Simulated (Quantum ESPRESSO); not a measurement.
# CuPd2F (P6/mmm) in Quantum ESPRESSO: reference runs

How does CuPd2F come out in PBE? The cell is run as given.

Everything below comes from runs of Quantum ESPRESSO 7.5. Logs are shortened: lines on timing, memory, paths and dates and some standing lists are left out, and cuts for length are marked.

### 1 Starting point

The structure is hexagonal, space group P6/mmm (No. 191). The conventional cell has a = 3.313 Å, b = 3.313 Å, c = 3.734 Å, α = 90.00°, β = 90.00°, γ = 120.00°. Cu (site symmetry 6/mmm) is surrounded by 2 F at 1.87 Å. Pd (site symmetry -6m2) is surrounded by 3 Pd at 1.91 Å and 3 F at 1.91 Å. F (site symmetry 6/mmm) has 2 Cu at 1.87 Å and 6 Pd at 1.91 Å as nearest neighbours.

The cell was built by a generator and needn't be a form met in nature.

### 2 Single point, PBE

The input, pw.in:

```
&CONTROL
  calculation = 'scf'
  prefix = 'pwscf'
  outdir = './tmp'
  pseudo_dir = './pseudo'
  tprnfor = .true.
  tstress = .true.
  disk_io = 'low'
/
&SYSTEM
  ibrav = 0
  nat = 4
  ntyp = 3
  ecutwfc = 60
  ecutrho = 440
  nbnd = 37
  occupations = 'smearing'
  smearing = 'fd'
  degauss = 0.00367493
/
&ELECTRONS
  conv_thr = 8d-10
  electron_maxstep = 120
  mixing_beta = 0.5
/
ATOMIC_SPECIES
Cu    63.5460 Cu.paw.z_11.ld1.psl.v1.0.0-low.upf
Pd   106.4200 Pd_ONCV_PBE-1.0.oncvpsp.upf
F     18.9984 f_pbe_v1.4.uspp.F.UPF
CELL_PARAMETERS angstrom
   3.3131087800    0.0000000000    0.0000000000
  -1.6565543900    2.8692363700    0.0000000000
   0.0000000000    0.0000000000    3.7338728400
ATOMIC_POSITIONS crystal
Cu     0.0000000000    0.0000000000    0.5000000000
Pd     0.3333333300    0.6666666700    0.0000000000
Pd     0.6666666700    0.3333333300    0.0000000000
F      0.0000000000    0.0000000000    0.0000000000
K_POINTS automatic
9 9 7 0 0 0
```

The input, pp_density.in:

```
&INPUTPP
  prefix = 'pwscf'
  outdir = './tmp'
  filplot = 'density.dat'
  plot_num = 0
/
&PLOT
  nfile = 1
  filepp(1) = 'density.dat'
  iflag = 3
  output_format = 6
  fileout = 'density.cube'
/
```

The input, pp_potential.in:

```
&INPUTPP
  prefix = 'pwscf'
  outdir = './tmp'
  filplot = 'potential.dat'
  plot_num = 11
/
&PLOT
  nfile = 1
  filepp(1) = 'potential.dat'
  iflag = 3
  output_format = 6
  fileout = 'potential.cube'
/
```

Potentials or basis: SSSP 1.3 efficiency PBE.

Launch:

```
> OMP_NUM_THREADS=1 pw.x -in pw.in > pw.out
> OMP_NUM_THREADS=1 pp.x -in pp_density.in > pp_density.out
> OMP_NUM_THREADS=1 pp.x -in pp_potential.in > pp_potential.out
```

pw.out:

```text
This program is part of the open-source Quantum ESPRESSO suite
     for quantum simulation of materials; please cite
         "P. Giannozzi et al., J. Phys.:Condens. Matter 21 395502 (2009);
         "P. Giannozzi et al., J. Phys.:Condens. Matter 29 465901 (2017);
         "P. Giannozzi et al., J. Chem. Phys. 152 154105 (2020);
     in publications or presentations arising from this work. More details at

     file Cu.paw.z_11.ld1.psl.v1.0.0-low.upf: wavefunction(s)  4S 3D renormalized
     Message from routine setup:
     using ibrav=0 with symmetry is DISCOURAGED, use correct ibrav instead

     G-vector sticks info
     --------------------
     sticks:   dense  smooth     PW     G-vecs:    dense   smooth      PW
     Sum        1189     649    199                37355    15083    2521

     Using Slab Decomposition

     bravais-lattice index     =            0
     lattice parameter (alat)  =       6.2609  a.u.
     unit-cell volume          =     239.5290 (a.u.)^3
     number of atoms/cell      =            4
     number of atomic types    =            3
     number of electrons       =        54.00
     number of Kohn-Sham states=           37
     kinetic-energy cutoff     =      60.0000  Ry
     charge density cutoff     =     440.0000  Ry
     scf convergence threshold =      8.0E-10
     mixing beta               =       0.5000
     number of iterations used =            8  plain     mixing
     Exchange-correlation=  SLA  PW   PBX  PBC
                           (   1   4   3   4   0   0   0)

     celldm(1)=   6.260868  celldm(2)=   0.000000  celldm(3)=   0.000000
     celldm(4)=   0.000000  celldm(5)=   0.000000  celldm(6)=   0.000000

     crystal axes: (cart. coord. in units of alat)
               a(1) = (   1.000000   0.000000   0.000000 )
               a(2) = (  -0.500000   0.866025   0.000000 )
               a(3) = (   0.000000   0.000000   1.127000 )

     reciprocal axes: (cart. coord. in units 2 pi/alat)
               b(1) = (  1.000000  0.577350 -0.000000 )
               b(2) = (  0.000000  1.154701  0.000000 )
               b(3) = (  0.000000 -0.000000  0.887312 )

     PseudoPot. # 1 for Cu read from file:
     Cu.paw.z_11.ld1.psl.v1.0.0-low.upf
     Pseudo is Projector augmented-wave + core cor, Zval = 11.0
     Generated using &quot;atomic&quot; code by A. Dal Corso  v.6.3MaX
     Shape of augmentation charge: PSQ
     Using radial grid of 1199 points,  6 beta functions with:
                l(1) =   0
                l(2) =   0
                l(3) =   1
                l(4) =   1
                l(5) =   2
                l(6) =   2
     Q(r) pseudized with 0 coefficients

     PseudoPot. # 2 for Pd read from file:
     Pd_ONCV_PBE-1.0.oncvpsp.upf
     Pseudo is Norm-conserving, Zval = 18.0
     Generated using ONCVPSP code by D. R. Hamann
     Using radial grid of 1410 points,  6 beta functions with:
                l(1) =   0
                l(2) =   0
                l(3) =   1
                l(4) =   1
                l(5) =   2
                l(6) =   2

     PseudoPot. # 3 for F  read from file:
     f_pbe_v1.4.uspp.F.UPF
     Pseudo is Ultrasoft, Zval =  7.0
     Generated by new atomic code, or converted to UPF format
     Using radial grid of  799 points,  4 beta functions with:
                l(1) =   0
                l(2) =   0
                l(3) =   1
                l(4) =   1
     Q(r) pseudized with  8 coefficients,  rinner =    0.950   0.950   0.950

     atomic species   valence    mass     pseudopotential
     Cu               11.00    63.54600     Cu( 1.00)
     Pd               18.00   106.42000     Pd( 1.00)
     F                 7.00    18.99840     F ( 1.00)

     24 Sym. Ops., with inversion, found

   Cartesian axes

     site n.     atom                  positions (alat units)
         1        Cu     tau(   1) = (   0.0000000   0.0000000   0.5634999  )
         2        Pd     tau(   2) = (  -0.0000000   0.5773503   0.0000000  )
         3        Pd     tau(   3) = (   0.5000000   0.2886751   0.0000000  )
         4        F      tau(   4) = (   0.0000000   0.0000000   0.0000000  )

     number of k points=    48  Fermi-Dirac smearing, width (Ry)=  0.0037
                       cart. coord. in units 2pi/alat
        k(    1) = (   0.0000000   0.0000000   0.0000000), wk =   0.0035273
        k(    2) = (   0.0000000   0.0000000   0.1267588), wk =   0.0070547
        k(    3) = (   0.0000000   0.0000000   0.2535176), wk =   0.0070547
        k(    4) = (   0.0000000   0.0000000   0.3802764), wk =   0.0070547
        k(    5) = (   0.0000000   0.1283001   0.0000000), wk =   0.0211640
        k(    6) = (   0.0000000   0.1283001   0.1267588), wk =   0.0423280
[... 40 lines left out ...]
        k(   47) = (   0.3333333   0.5773503   0.2535176), wk =   0.0141093
        k(   48) = (   0.3333333   0.5773503   0.3802764), wk =   0.0141093

     Dense  grid:    37355 G-vectors     FFT dimensions: (  45,  45,  48)

     Smooth grid:    15083 G-vectors     FFT dimensions: (  32,  32,  36)

     Initial potential from superposition of free atoms

     starting charge      53.9991, renormalised to      54.0000
     Starting wfcs are   33 randomized atomic wfcs +    4 random wfcs

     Self-consistent Calculation

     iteration #  1     ecut=    60.00 Ry     beta= 0.50
     Davidson diagonalization with overlap
     ethr =  1.00E-02,  avg # of iterations =  5.1

     total energy              =    -765.33807929 Ry
     estimated scf accuracy    <       1.51806818 Ry

     iteration #  2     ecut=    60.00 Ry     beta= 0.50
     Davidson diagonalization with overlap
     ethr =  2.81E-03,  avg # of iterations =  2.3

     total energy              =    -765.82323021 Ry
     estimated scf accuracy    <       3.50546697 Ry

     iteration #  3     ecut=    60.00 Ry     beta= 0.50
     Davidson diagonalization with overlap
     ethr =  2.81E-03,  avg # of iterations =  2.0

     total energy              =    -766.13179379 Ry
     estimated scf accuracy    <       0.15334406 Ry

     iteration #  4     ecut=    60.00 Ry     beta= 0.50
     Davidson diagonalization with overlap
     ethr =  2.84E-04,  avg # of iterations =  2.6

     total energy              =    -766.15919984 Ry
     estimated scf accuracy    <       0.03268201 Ry

     iteration #  5     ecut=    60.00 Ry     beta= 0.50
     Davidson diagonalization with overlap
     ethr =  6.05E-05,  avg # of iterations =  2.5

     total energy              =    -766.16389734 Ry
     estimated scf accuracy    <       0.00150936 Ry

     iteration #  6     ecut=    60.00 Ry     beta= 0.50
     Davidson diagonalization with overlap
     ethr =  2.80E-06,  avg # of iterations =  4.8

     total energy              =    -766.16361849 Ry
     estimated scf accuracy    <       0.00121500 Ry

     iteration #  7     ecut=    60.00 Ry     beta= 0.50
     Davidson diagonalization with overlap
     ethr =  2.25E-06,  avg # of iterations =  2.1
[... 4 lines left out ...]
     iteration #  8     ecut=    60.00 Ry     beta= 0.50
     Davidson diagonalization with overlap
     ethr =  6.55E-07,  avg # of iterations =  1.1

     total energy              =    -766.16386515 Ry
     estimated scf accuracy    <       0.00003870 Ry

     iteration #  9     ecut=    60.00 Ry     beta= 0.50
     Davidson diagonalization with overlap
     ethr =  7.17E-08,  avg # of iterations =  1.5

     total energy              =    -766.16386956 Ry
     estimated scf accuracy    <       0.00000032 Ry

     iteration # 10     ecut=    60.00 Ry     beta= 0.50
     Davidson diagonalization with overlap
     ethr =  6.01E-10,  avg # of iterations =  2.9

     total energy              =    -766.16386947 Ry
     estimated scf accuracy    <       0.00000093 Ry

     iteration # 11     ecut=    60.00 Ry     beta= 0.50
     Davidson diagonalization with overlap
     ethr =  6.01E-10,  avg # of iterations =  1.9

     total energy              =    -766.16386955 Ry
     estimated scf accuracy    <       0.00000001 Ry

     iteration # 12     ecut=    60.00 Ry     beta= 0.50
     Davidson diagonalization with overlap
     ethr =  2.51E-11,  avg # of iterations =  2.1

     End of self-consistent calculation

          k = 0.0000 0.0000 0.0000 (  1871 PWs)   bands (ev):

   -61.3183 -59.5413 -29.0414 -29.0414 -26.3926 -25.3927 -25.3927 -25.1892
    -5.0968  11.4862  11.4862  14.0306  16.6162  18.2850  18.2850  20.0883
    20.0883  20.8967  21.5019  21.5019  22.8119  22.8119  23.5540  24.3328
    24.9104  24.9104  26.1683  26.1683  30.4706  35.8322  36.9085  36.9085
    37.0489  37.0489  41.5500  44.0184  44.9285

          k = 0.0000 0.0000 0.1268 (  1877 PWs)   bands (ev):

   -61.3183 -59.5413 -29.0413 -29.0413 -26.3942 -25.3927 -25.3927 -25.1898
    -5.0754  11.4702  11.4702  13.7294  16.9867  18.1982  18.1982  20.0953
    20.0953  20.8613  21.6589  21.6589  22.9230  22.9230  23.7912  24.4358
    24.7159  24.7159  26.1731  26.1731  29.2331  36.9652  36.9652  37.2554
    37.3142  37.3142  40.8553  44.0819  45.2109

          k = 0.0000 0.0000 0.2535 (  1907 PWs)   bands (ev):

   -61.3182 -59.5413 -29.0411 -29.0411 -26.3978 -25.3927 -25.3927 -25.1913
    -5.0270  11.4348  11.4348  13.1774  17.8457  18.0184  18.0184  20.1076
    20.1076  20.7182  22.0999  22.0999  23.1599  23.1599  24.1965  24.1965
    24.2342  24.6793  26.1816  26.1816  27.3248  37.0791  37.0791  38.0759
    38.0759  39.5531  39.8686  44.2408  44.5584

          k = 0.0000 0.0000 0.3803 (  1902 PWs)   bands (ev):

   -61.3181 -59.5412 -29.0410 -29.0410 -26.4007 -25.3927 -25.3927 -25.1924
    -4.9876  11.4068  11.4068  12.8029  17.8866  17.8866  18.7756  20.1152
    20.1152  20.4019  22.7434  22.7434  23.3391  23.3391  23.4952  23.4952
    24.3327  24.8883  26.1867  26.1867  26.2850  37.1577  37.1577  38.6548
    39.0713  39.0713  42.5860  42.7514  42.7514

          k = 0.0000 0.1283 0.0000 (  1887 PWs)   bands (ev):

   -61.2746 -59.5932 -29.0889 -28.9628 -26.3616 -25.4701 -25.3280 -25.2227
    -5.0186  11.2184  11.5040  13.9264  16.8143  18.0578  18.2415  19.9749
    20.0447  21.4564  21.7973  21.8882  22.5816  22.8582  23.5988  24.4328
    24.6345  24.9253  25.6658  26.0901  30.8542  34.2275  35.0354  36.1114
    38.4026  39.2195  42.6016  44.2027  44.9686

          k = 0.0000 0.1283 0.1268 (  1893 PWs)   bands (ev):

   -61.2745 -59.5932 -29.0888 -28.9628 -26.3631 -25.4701 -25.3280 -25.2233
    -4.9972  11.2039  11.4883  13.6383  17.1745  17.9948  18.1703  19.9774
    20.0499  21.3790  21.9106  21.9893  22.7509  22.9774  23.8224  24.4642
    24.5740  24.7436  25.6699  26.0925  29.5895  34.4919  35.3073  37.1058
    38.8398  39.1916  41.6508  43.8007  45.2743
[... 307 lines left out ...]
   -60.4684 -60.4684 -29.6460 -27.1783 -27.1783 -25.8025 -25.8025 -24.6511
    -4.7508  12.6091  13.0243  13.0243  15.7992  17.7613  17.7613  19.3812
    19.3973  19.3973  20.3614  20.3614  23.3241  23.6715  23.6715  23.9512
    23.9512  25.8016  26.2183  28.6768  30.0575  30.0575  37.3100  37.3100
    40.3166  42.3414  42.3414  42.5878  44.3946

          k = 0.3333 0.5774 0.1268 (  1881 PWs)   bands (ev):

   -60.4684 -60.4684 -29.6457 -27.1783 -27.1783 -25.8035 -25.8035 -24.6511
    -4.7301  12.4195  13.0057  13.0057  15.8029  17.7658  17.7658  19.2292
    19.3789  19.3789  20.5964  20.5964  23.4353  23.4353  23.5767  24.1755
    24.1755  25.7959  26.7737  28.6771  29.8542  29.8542  36.4339  36.4339
    38.8379  43.4369  43.4369  43.6213  44.5003

          k = 0.3333 0.5774 0.2535 (  1893 PWs)   bands (ev):

   -60.4683 -60.4683 -29.6452 -27.1782 -27.1782 -25.8057 -25.8057 -24.6511
    -4.6833  12.0198  12.9644  12.9644  15.8107  17.7758  17.7758  18.9374
    19.3719  19.3719  21.1526  21.1526  23.1327  23.1327  24.0634  24.4386
    24.4386  25.7835  28.3173  28.6779  29.2651  29.2651  35.2693  35.2693
    36.3217  43.9488  43.9488  44.8502  46.0054

          k = 0.3333 0.5774 0.3803 (  1893 PWs)   bands (ev):

   -60.4683 -60.4683 -29.6447 -27.1782 -27.1782 -25.8075 -25.8075 -24.6510
    -4.6451  11.7211  12.9318  12.9318  15.8168  17.7838  17.7838  18.7368
    19.3833  19.3833  21.6969  21.6969  22.8901  22.8901  24.4005  24.6055
    24.6055  25.7736  28.6443  28.6443  28.6786  30.4327  33.7242  34.7135
    34.7135  43.8319  43.8319  45.5315  45.8927

     the Fermi energy is    26.2495 ev

!    total energy              =    -766.16386955 Ry
     estimated scf accuracy    <          4.9E-10 Ry
     smearing contrib. (-TS)   =      -0.00174942 Ry
     internal energy E=F+TS    =    -766.16212013 Ry

     The total energy is F=E-TS. E is the sum of the following terms:
     one-electron contribution =    -226.92303906 Ry
     hartree contribution      =     171.90600736 Ry
     xc contribution           =    -106.07454855 Ry
     ewald contribution        =    -515.25701726 Ry
     one-center paw contrib.   =     -89.81352261 Ry

     convergence has been achieved in  12 iterations

     Forces acting on atoms (cartesian axes, Ry/au):

     atom    1 type  1   force =     0.00000000    0.00000000    0.00000000
     atom    2 type  2   force =     0.00000000    0.00000000    0.00000000
     atom    3 type  2   force =    -0.00000000   -0.00000000    0.00000000
     atom    4 type  3   force =     0.00000000    0.00000000    0.00000000

     Total force =     0.000000     Total SCF correction =     0.000000

     Computing stress (Cartesian axis) and pressure

          total   stress  (Ry/bohr**3)                   (kbar)     P=     3606.03
   0.03326334   0.00000000   0.00000000         4893.21        0.00        0.00
   0.00000000   0.03326334   0.00000000            0.00     4893.21        0.00
   0.00000000   0.00000000   0.00701315            0.00        0.00     1031.67

=------------------------------------------------------------------------------=
   JOB DONE.
=------------------------------------------------------------------------------=
```

Wall time 35 s (1 thread of Intel Xeon 6975P-C (Granite Rapids), shared host); peak memory 0.23 GiB.

Results:

* Free energy: -10424.1905 eV
* Pressure: 360.6 GPa
* Band gap on the k mesh: none (metal or under the smearing width)

Stress tensor (GPa, compression positive):
```
489.32   0.00   0.00
  0.00 489.32   0.00
  0.00   0.00 103.17
```

Levels at points of the mesh, in eV from the Fermi level:
```
           k point  band 25  band 26  band 27  band 28  band 29  band 30
(0.00, 0.00, 0.00)    -1.34    -1.34    -0.08    -0.08     4.22     9.58
```

Caveat: a pressure of tens of GPa on the cell as given is suspect, and the run, the potentials or the cell itself is likely at fault; the run has no spin polarisation, though such a crystal can be magnetic; semilocal functionals often make such compounds metallic where correlation or magnetic order opens a gap, which also shifts bond lengths.
